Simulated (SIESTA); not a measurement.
ScTaN under changes of volume

One of the cells (14.205 Å³/atom); the others are scaled copies at fixed shape and fractional positions:

```
Ta Sc N
1.0
     3.08507    0.00000    0.00000
    -1.54253    2.67175    0.00000
     0.00000    0.00000   10.34014
Ta Sc N
2 2 2
Direct
  0.33333 0.66667 0.24563
  0.66667 0.33333 0.75437
  0.00000 0.00000 0.00000
  0.00000 0.00000 0.50000
  0.33333 0.66667 0.62984
  0.66667 0.33333 0.37016
```

The cell comes from a database or a generator and needn't be the stable form of this composition.

* Program: SIESTA 5.4.2
* Functional: LDA
* Potentials or basis: PseudoDojo 0.4 standard (LDA files)
* Basis: DZP (energy shift 0.003 Ry; two zetas on semicore shells)
* Grid cutoff: 800 Ry
* Energy shift: 0.003 Ry
* k mesh: 8 × 8 × 2
* Occupations: fermi-dirac, width 0.05 eV
* Spin: no spin polarisation

```tsv
volume (Å³/atom)	energy over the lowest point (meV/atom)	pressure (GPa)	largest force (eV/Å)
13.352	0.00	2.4	0.339
13.637	0.21	-2.4	0.120
13.921	8.46	-6.7	0.078
14.205	23.88	-10.5	0.262
14.489	?	?	?
14.773	73.34	-17.0	0.582
15.057	106.07	-19.7	0.724
```

**Question.** What does the run at 14.489 Å³/atom give?

**Answer.** Energy over the lowest point 45.73 meV/atom; pressure -14.0 GPa; largest force 0.431 eV/Å.

Worked out: A Birch-Murnaghan fit of order 3 (a polynomial in V^(-2/3)) to the other rows has its minimum at 13.49 Å³/atom with B0 = V·E''(V) = 228 GPa and B' = 4.3 at fixed shape and positions, which overstates the stiffness. It gives 45.74 meV/atom at 14.489 Å³/atom, against the run's 45.73, and -dE/dV = -14.0 GPa, against -14.0.

Energies are extrapolated to zero smearing.

Caveats: short orbitals over semicore shells can move pressures by several GPa; the basis of atomic orbitals isn't converged, which shifts pressures, moduli and gaps.
